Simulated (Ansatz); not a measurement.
# GaHCl radical: an energy map over bond length Ga2–H3 and angle H3–Ga2–Cl1

A grid of calculations on ClGaH, SMILES [Cl][GaH], spin multiplicity 2, to see where the energy is lowest and how it rises around there.

Computed with Ansatz 0.2.0. Level: UKS r2SCAN0-D4/def2-TZVP.

## Step 1: Where the work starts

SMILES `[Cl][GaH]`, 3 atoms, charge 0, spin multiplicity 2.

Atoms are counted from 1 here; the program's logs count them from 0.

Bond lengths: Cl1–Ga2 2.196 Å, Ga2–H3 1.629 Å. Angles: Cl1–Ga2–H3 114.9°.

As a file:

```xyz
3
charge 0, multiplicity 2
Cl    1.54790   -0.19003    0.81511
Ga   -0.33627   -0.59760   -0.23689
H    -1.22253    0.72283   -0.59152
```

## Step 2: Relaxing the molecule

Contents of input.yaml:

```yaml
crystal:
  periodic: [false, false, false]
  atoms:
    - { symbol: Cl, position_ang: [1.547899, -0.190031, 0.815111] }
    - { symbol: Ga, position_ang: [-0.336267, -0.597598, -0.236886] }
    - { symbol: H, position_ang: [-1.222532, 0.722829, -0.591525] }
magnetization:
  spin_polarized: true
  initial_magnetization: 1
basis:
  gaussian: { orbitals: def2-TZVP }
hamiltonian:
  xc: { name: r2SCAN0 }
  dispersion: d4
output:
  forces: true
relax:
  f_tol: 0.003
  max_steps: 120
```

The run is started by

```
ansatz run input.yaml --threads 1 --pin off --max-ram 2560MiB --backend cpu --events-out ev --progress --plain --runs-dir out
```

Standard output, shortened:

```text
Warning: RAYON_NUM_THREADS=1 ignored (pool sized by the plan → 1); use --threads N
[...]
Functional definition: r2SCAN0
[...]
633 factors; integrals over basis functions are off by at most 3.1e-4 eV
[...]
mean field -64915.69994572 eV, -2385.6079715636 hartree, gradient 1.7e-5 eV, S^2 0.759032; 0 other end points of the search recorded, 0 dependent functions left out
[...]
reference -64915.69995490 eV, -2385.6079719008 hartree; 25, 24 occupied and 66, 67 virtual orbitals, 633 factors
relax step   1: F+E_penalty+E_count = -64915.71162689 eV  Δ(F+E_penalty+E_count) = +0.000e0 eV  max|allowed force component| = 4.365e-1 eV/Å  Δτ_max = 0.0000 Å  (33 SCF iters, accepted)
[...]
relax step   3: F+E_penalty+E_count = -64915.72952480 eV  Δ(F+E_penalty+E_count) = -1.097e-3 eV  max|allowed force component| = 7.858e-3 eV/Å  Δτ_max = 0.0072 Å  (31 SCF iters, accepted)
[...]
relax step   4: F+E_penalty+E_count = -64915.72952866 eV  Δ(F+E_penalty+E_count) = -3.857e-6 eV  max|allowed force component| = 1.359e-4 eV/Å  Δτ_max = 0.0006 Å  (25 SCF iters, accepted)
633 factors; integrals over basis functions are off by at most 3.1e-4 eV
mean field -64915.71782400 eV, -2385.6086285782 hartree, gradient 5.6e-5 eV, S^2 0.757680; 1 other end points of the search recorded, 0 dependent functions left out
[...]
reference -64915.71783319 eV, -2385.6086289157 hartree; 25, 24 occupied and 66, 67 virtual orbitals, 633 factors
Total energy: -64915.72953784 eV, -2385.6090590539 hartree
Atom 0 at     1.521587    -0.189355     0.801010 Å, force    -0.000071    -0.000063    -0.000044 eV/Å
Atom 1 at    -0.330649    -0.580718    -0.232297 Å, force     0.000136     0.000067     0.000079 eV/Å
Atom 2 at    -1.201838     0.705273    -0.582014 Å, force    -0.000065    -0.000004    -0.000035 eV/Å
Dipole moment:    -0.343640    -0.114372    -0.195578 e Å
```

Wall time 32 s (1 thread of Arm Neoverse V1, shared host); peak memory 0.22 GiB.

Step by step:

```tsv
step	energy from step 1 (eV)	largest force component (eV/Å)
1	0.0000	0.4365
2	-0.0168	0.1238
3	-0.0179	0.0079
4	-0.0179	0.0001
```

Close pairs (by a distance rule), those that changed most:

```tsv
bond	before (Å)	after (Å)	change (Å)
Cl1–Ga2	2.196	2.157	-0.039
Ga2–H3	1.629	1.592	-0.037
```

## Step 3: The grid

First coordinate, bond length Ga2–H3: 11 values from 1.306 to 2.388 Å. Second coordinate, angle H3–Ga2–Cl1: 11 values from 90.4 to 140.4 °.

Nothing else is relaxed (all other coordinates rigid). Energies count from the relaxed molecule at the same level.

Below, 3 of the grid's runs; all are launched alike.

## Step 4: Point bond length Ga2–H3 = 1.630 Å, angle H3–Ga2–Cl1 = 115.4°

Contents of input.yaml:

```yaml
crystal:
  periodic: [false, false, false]
  atoms:
    - { symbol: Cl, position_ang: [1.521587, -0.189355, 0.80101] }
    - { symbol: Ga, position_ang: [-0.330649, -0.580718, -0.232297] }
    - { symbol: H, position_ang: [-1.222977, 0.73544, -0.590595] }
magnetization:
  spin_polarized: true
  initial_magnetization: 1
basis:
  gaussian: { orbitals: def2-TZVP }
hamiltonian:
  xc: { name: r2SCAN0 }
  dispersion: d4
output:
  forces: true
```

The run is started by

```
ansatz run input.yaml --threads 1 --pin off --max-ram 2560MiB --backend cpu --events-out ev --progress --plain --runs-dir out
```

Standard output, shortened:

```text
Warning: RAYON_NUM_THREADS=1 ignored (pool sized by the plan → 1); use --threads N
[...]
[... 1 set-up line as earlier in the session ...]
[...]
587 factors; integrals over basis functions are off by at most 7.3e-4 eV
[...]
mean field -64915.70989536 eV, -2385.6083372060 hartree, gradient 2.8e-5 eV, S^2 0.758752; 0 other end points of the search recorded, 0 dependent functions left out
[...]
reference -64915.70990453 eV, -2385.6083375430 hartree; 25, 24 occupied and 66, 67 virtual orbitals, 587 factors
Total energy: -64915.72160504 eV, -2385.6087675287 hartree
Atom 0 at     1.521587    -0.189355     0.801010 Å, force     0.003147     0.002559     0.001931 eV/Å
Atom 1 at    -0.330649    -0.580718    -0.232297 Å, force    -0.227482     0.324399    -0.092373 eV/Å
Atom 2 at    -1.222977     0.735440    -0.590595 Å, force     0.224335    -0.326958     0.090442 eV/Å
Dipole moment:    -0.334763    -0.124600    -0.191749 e Å
```

Wall time 8.2 s (1 thread of Arm Neoverse V1, shared host); peak memory 0.2 GiB.

Energy on the map's scale: 0.8 kJ/mol.

## Step 5: Grid point bond length Ga2–H3 = 1.739 Å, angle H3–Ga2–Cl1 = 95.4°

input.yaml: that of step 4 with these lines changed.

```diff
@@ -5,3 +5,3 @@
     - { symbol: Ga, position_ang: [-0.330649, -0.580718, -0.232297] }
-    - { symbol: H, position_ang: [-1.222977, 0.73544, -0.590595] }
+    - { symbol: H, position_ang: [-0.814393, 1.086288, -0.338134] }
 magnetization:
```

The run is started by

```
ansatz run input.yaml --threads 1 --pin off --max-ram 2560MiB --backend cpu --events-out ev --progress --plain --runs-dir out
```

Standard output, shortened:

```text
Warning: RAYON_NUM_THREADS=1 ignored (pool sized by the plan → 1); use --threads N
[...]
[... 1 set-up line as earlier in the session ...]
[...]
587 factors; integrals over basis functions are off by at most 1.2e-3 eV
[...]
mean field -64915.46322207 eV, -2385.5992721299 hartree, gradient 3.6e-5 eV, S^2 0.766624; 0 other end points of the search recorded, 0 dependent functions left out
[...]
reference -64915.46323112 eV, -2385.5992724621 hartree; 25, 24 occupied and 66, 67 virtual orbitals, 587 factors
Total energy: -64915.47516275 eV, -2385.5997109417 hartree
Atom 0 at     1.521587    -0.189355     0.801010 Å, force     0.328129    -0.367416     0.142561 eV/Å
Atom 1 at    -0.330649    -0.580718    -0.232297 Å, force    -0.184024     1.543108     0.044010 eV/Å
Atom 2 at    -0.814393     1.086288    -0.338134 Å, force    -0.144106    -1.175692    -0.186571 eV/Å
Dipole moment:    -0.379065    -0.213587    -0.223846 e Å
```

Run time: 8 s. Hardware: 1 thread of Arm Neoverse V1, shared host; peak memory 0.2 GiB.

Energy on the map's scale: 25 kJ/mol.

## Step 6: Grid point bond length Ga2–H3 = 1.955 Å, angle H3–Ga2–Cl1 = 90.4°

input.yaml: that of step 5 with these lines changed.

```diff
@@ -5,3 +5,3 @@
     - { symbol: Ga, position_ang: [-0.330649, -0.580718, -0.232297] }
-    - { symbol: H, position_ang: [-0.814393, 1.086288, -0.338134] }
+    - { symbol: H, position_ang: [-0.729907, 1.332711, -0.269811] }
 magnetization:
```

The run is started by

```
ansatz run input.yaml --threads 1 --pin off --max-ram 2560MiB --backend cpu --events-out ev --progress --plain --runs-dir out
```

Standard output, shortened:

```text
Warning: RAYON_NUM_THREADS=1 ignored (pool sized by the plan → 1); use --threads N
[...]
[... 1 set-up line as earlier in the session ...]
[...]
587 factors; integrals over basis functions are off by at most 1.3e-3 eV
[...]
mean field -64915.09460740 eV, -2385.5857257904 hartree, gradient 6.9e-5 eV, S^2 0.787669; 0 other end points of the search recorded, 0 dependent functions left out
[...]
reference -64915.09461638 eV, -2385.5857261206 hartree; 25, 24 occupied and 66, 67 virtual orbitals, 587 factors
Total energy: -64915.11048034 eV, -2385.5863091103 hartree
Atom 0 at     1.521587    -0.189355     0.801010 Å, force     0.423465    -0.335476     0.196840 eV/Å
Atom 1 at    -0.330649    -0.580718    -0.232297 Å, force    -0.305488     1.741511    -0.002978 eV/Å
Atom 2 at    -0.729907     1.332711    -0.269811 Å, force    -0.117976    -1.406035    -0.193862 eV/Å
Dipole moment:    -0.361811    -0.216858    -0.214861 e Å
```

Run time: 8.3 s. Hardware: 1 thread of Arm Neoverse V1, shared host; peak memory 0.2 GiB.

Energy on the map's scale: 60 kJ/mol.

## Step 7: The map

121 points were computed. Energies in kJ/mol, from the relaxed molecule at the same level:

```csv
"angle H3–Ga2–Cl1 (°) ↓, bond length Ga2–H3 (Å) →",1.306,1.414,1.522,1.630,1.739,1.847,1.955,2.063,2.172,2.280,2.388
140.4,97,47,26,23,31,44,58,72,84,94,103
135.4,89,39,18,15,23,37,52,67,81,92,101
130.4,82,32,12,9,18,32,48,63,78,89,99
125.4,78,28,7,5,13,28,44,61,75,87,97
120.4,75,25,4,2,11,25,42,59,74,86,97
115.4,75,24,3,1,10,24,41,58,73,86,96
110.4,76,25,4,2,11,25,42,59,74,86,97
105.4,80,29,7,5,13,28,44,60,75,87,98
100.4,85,34,13,10,18,32,48,63,78,89,99
95.4,94,42,20,17,25,38,53,68,81,92,101
90.4,105,53,31,26,33,46,60,73,85,96,104
```

The dipole moment (D) at each point:

| angle H3–Ga2–Cl1 (°) ↓, bond length Ga2–H3 (Å) → | 1.306 | 1.414 | 1.522 | 1.630 | 1.739 | 1.847 | 1.955 | 2.063 | 2.172 | 2.280 | 2.388 |
| --- | --- | --- | --- | --- | --- | --- | --- | --- | --- | --- | --- |
| 140.4 | 2.05 | 1.91 | 1.75 | 1.58 | 1.43 | 1.31 | 1.25 | 1.25 | 1.27 | 1.31 | 1.35 |
| 135.4 | 2.05 | 1.91 | 1.76 | 1.61 | 1.48 | 1.38 | 1.33 | 1.33 | 1.36 | 1.39 | 1.42 |
| 130.4 | 2.07 | 1.94 | 1.80 | 1.67 | 1.55 | 1.47 | 1.43 | 1.43 | 1.45 | 1.48 | 1.50 |
| 125.4 | 2.11 | 1.99 | 1.86 | 1.74 | 1.64 | 1.58 | 1.54 | 1.54 | 1.55 | 1.57 | 1.58 |
| 120.4 | 2.16 | 2.05 | 1.94 | 1.84 | 1.75 | 1.70 | 1.67 | 1.65 | 1.65 | 1.66 | 1.67 |
| 115.4 | 2.23 | 2.13 | 2.04 | 1.95 | 1.88 | 1.82 | 1.79 | 1.77 | 1.76 | 1.75 | 1.75 |
| 110.4 | 2.31 | 2.23 | 2.14 | 2.06 | 2.00 | 1.95 | 1.91 | 1.88 | 1.86 | 1.84 | 1.82 |
| 105.4 | 2.40 | 2.33 | 2.25 | 2.18 | 2.13 | 2.08 | 2.03 | 1.99 | 1.95 | 1.91 | 1.89 |
| 100.4 | 2.50 | 2.43 | 2.36 | 2.30 | 2.24 | 2.19 | 2.14 | 2.08 | 2.02 | 1.98 | 1.94 |
| 95.4 | 2.59 | 2.53 | 2.47 | 2.41 | 2.35 | 2.29 | 2.22 | 2.14 | 2.08 | 2.02 | 1.98 |
| 90.4 | 2.67 | 2.61 | 2.56 | 2.50 | 2.43 | 2.36 | 2.27 | 2.19 | 2.11 | 2.05 | 2.00 |

## Step 8: Results

| quantity | value |
| --- | --- |
| lowest point | bond length Ga2–H3 = 1.630 Å, angle H3–Ga2–Cl1 = 115.4°, 0.8 kJ/mol |
| highest computed point | bond length Ga2–H3 = 1.306 Å, angle H3–Ga2–Cl1 = 90.4°, 104 kJ/mol above the lowest |
| dipole moment (D) | 1.25 at bond length Ga2–H3 = 2.063 Å, angle H3–Ga2–Cl1 = 140.4° to 2.67 at bond length Ga2–H3 = 1.306 Å, angle H3–Ga2–Cl1 = 90.4°; 1.95 at the lowest point |
| time for the whole task | 17 min on 1 thread, shared host |

**Reading.** The lowest computed point is at bond length Ga2–H3 = 1.630 Å, angle H3–Ga2–Cl1 = 115.4°, 0.8 kJ/mol from the relaxed molecule at the same level. The grid is coarse, so the lowest point of the scanned range may lie between grid points; coordinates that were held can hide deeper minima. The grid shows no other well, apart from its symmetry copies. The highest computed point, bond length Ga2–H3 = 1.306 Å, angle H3–Ga2–Cl1 = 90.4°, lies 104 kJ/mol above the lowest. Round the minimum the two coordinates are nearly uncoupled.
